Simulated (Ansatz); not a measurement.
# C₃H₉Cl₃GeO₃Si: a ladder of functionals and wavefunction methods

The task here is to estimate one member of a computed series from the others.

Computed with Ansatz 0.2.0, Gaussian basis. Level: functionals in def2-TZVPP, the program's frozen cores in correlated methods.

The runs, in order: PBE-D4, r2SCAN-D4, PBE0-D4, B3LYP-D4, ωB97X-V, ωB97M-V, B2PLYP; CCSD(T)/def2-TZVPP; MP2/def2-QZVPP; extrapolation to the limit.

## Structure used throughout

All runs share one geometry, relaxed beforehand with PBE0-D4 in a triple-zeta def2 set.

SMILES `C[O][Ge]([O]C)([O]C)[Si](Cl)(Cl)Cl`, 20 atoms, charge 0, spin multiplicity 1.

Atoms are counted from 1 here; the program's logs count them from 0.

Bond lengths: C1–O2 1.414 Å, C1–H12 1.097 Å, C1–H13 1.095 Å, C1–H14 1.091 Å, O2–Ge3 1.757 Å, Ge3–O4 1.757 Å, Ge3–O6 1.757 Å, Ge3–Si8 2.405 Å, O4–C5 1.414 Å, C5–H15 1.091 Å, C5–H16 1.095 Å, C5–H17 1.097 Å, O6–C7 1.414 Å, C7–H18 1.091 Å, C7–H19 1.097 Å, C7–H20 1.095 Å, Si8–Cl9 2.041 Å, Si8–Cl10 2.041 Å and more. Angles: O2–C1–H12 112.1°, O2–C1–H13 111.7°, O2–C1–H14 107.5°, H12–C1–H13 108.7°, H12–C1–H14 108.0°, H13–C1–H14 108.7°, C1–O2–Ge3 119.8°, O2–Ge3–O4 107.5°, O2–Ge3–O6 107.5°, O2–Ge3–Si8 111.4°, O4–Ge3–O6 107.5°, O4–Ge3–Si8 111.4°, O6–Ge3–Si8 111.4°, Ge3–O4–C5 119.8°, O4–C5–H15 107.5°, O4–C5–H16 111.7°, O4–C5–H17 112.1°, H15–C5–H16 108.6° and more.

Geometry (Å):

```mol
C3H9Cl3GeO3Si
  3D, bonds by distance, orders not assigned

 20 19  0  0  0  0  0  0  0  0999 V2000
   -0.9939   -1.4251   -2.2082 C   0  0
    0.1043   -0.6284   -1.8101 O   0  0
    0.2903   -0.1773   -0.1218 Ge  0  0
    1.7412    0.8061    0.0060 O   0  0
    1.7956    2.0657   -0.6340 C   0  0
    0.5688   -1.6524    0.7920 O   0  0
    0.7486   -1.5878    2.1929 C   0  0
   -1.6426    1.0035    0.6879 Si  0  0
   -2.4079    2.1982   -0.7787 Cl  0  0
   -1.1411    2.1711    2.2845 Cl  0  0
   -3.0850   -0.3161    1.2727 Cl  0  0
   -1.9540   -0.9327   -2.0092 H   0  0
   -0.9893   -2.3998   -1.7101 H   0  0
   -0.9125   -1.5830   -3.2850 H   0  0
    2.7766    2.4972   -0.4279 H   0  0
    1.6738    1.9753   -1.7180 H   0  0
    1.0339    2.7561   -0.2505 H   0  0
    0.9072   -2.6063    2.5515 H   0  0
   -0.1338   -1.1819    2.7034 H   0  0
    1.6197   -0.9822    2.4625 H   0  0
  1  2  8  0
  2  3  8  0
  3  4  8  0
  4  5  8  0
  3  6  8  0
  6  7  8  0
  3  8  8  0
  8  9  8  0
  8 10  8  0
  8 11  8  0
  1 12  8  0
  1 13  8  0
  1 14  8  0
  5 15  8  0
  5 16  8  0
  5 17  8  0
  7 18  8  0
  7 19  8  0
  7 20  8  0
M  END
```

The first run:

in.yaml reads:

```yaml
crystal:
  periodic: [false, false, false]
  atoms:
    - {symbol: C, position_ang: [-0.993862, -1.425095, -2.208161]}
    - {symbol: O, position_ang: [0.104335, -0.628413, -1.810105]}
    - {symbol: Ge, position_ang: [0.290320, -0.177269, -0.121829]}
    - {symbol: O, position_ang: [1.741209, 0.806058, 0.006042]}
    - {symbol: C, position_ang: [1.795608, 2.065681, -0.634002]}
    - {symbol: O, position_ang: [0.568773, -1.652378, 0.791978]}
    - {symbol: C, position_ang: [0.748622, -1.587831, 2.192898]}
    - {symbol: Si, position_ang: [-1.642554, 1.003459, 0.687863]}
    - {symbol: Cl, position_ang: [-2.407879, 2.198201, -0.778700]}
    - {symbol: Cl, position_ang: [-1.141111, 2.171125, 2.284531]}
    - {symbol: Cl, position_ang: [-3.085038, -0.316120, 1.272732]}
    - {symbol: H, position_ang: [-1.954046, -0.932709, -2.009186]}
    - {symbol: H, position_ang: [-0.989319, -2.399792, -1.710083]}
    - {symbol: H, position_ang: [-0.912485, -1.583025, -3.284960]}
    - {symbol: H, position_ang: [2.776598, 2.497233, -0.427916]}
    - {symbol: H, position_ang: [1.673806, 1.975287, -1.718048]}
    - {symbol: H, position_ang: [1.033890, 2.756108, -0.250459]}
    - {symbol: H, position_ang: [0.907215, -2.606313, 2.551522]}
    - {symbol: H, position_ang: [-0.133776, -1.181949, 2.703431]}
    - {symbol: H, position_ang: [1.619683, -0.982247, 2.462452]}
basis:
  gaussian: {orbitals: def2-TZVPP}
hamiltonian: {xc: pbe, dispersion: d4}
output: {forces: true, orbitals: {seedname: orbitals}}
```

Among the steps run: PBE-D4 (GGA); r2SCAN-D4 (meta-GGA); PBE0-D4 (hybrid); B3LYP-D4 (hybrid); ωB97X-V (range-separated); ωB97M-V (range-separated); B2PLYP (double hybrid); CCSD(T) in def2-TZVPP; MP2 in def2-QZVPP.

One table of the session follows, with a row left open; its other results are not shown here.

```
            method  atomisation energy (kcal/mol)
            PBE-D4                         1817.7
         r2SCAN-D4                         1789.2
           PBE0-D4                              ?
          B3LYP-D4                         1768.3
           ωB97X-V                         1787.7
           ωB97M-V                         1783.6
            B2PLYP                         1751.1
     HF/def2-TZVPP                         1265.4
    MP2/def2-TZVPP                         1781.3
   CCSD/def2-TZVPP                         1701.8
CCSD(T)/def2-TZVPP                         1734.6
           MP2/CBS                         1830.9
       CCSD(T)/CBS                         1784.2
```

**Question.** Estimate the row for PBE0-D4.

As computed: atomisation energy (kcal/mol): 1780.8. In the column «atomisation energy (kcal/mol)» it lies between B3LYP-D4 (1768.3) and MP2/def2-TZVPP (1781.3).
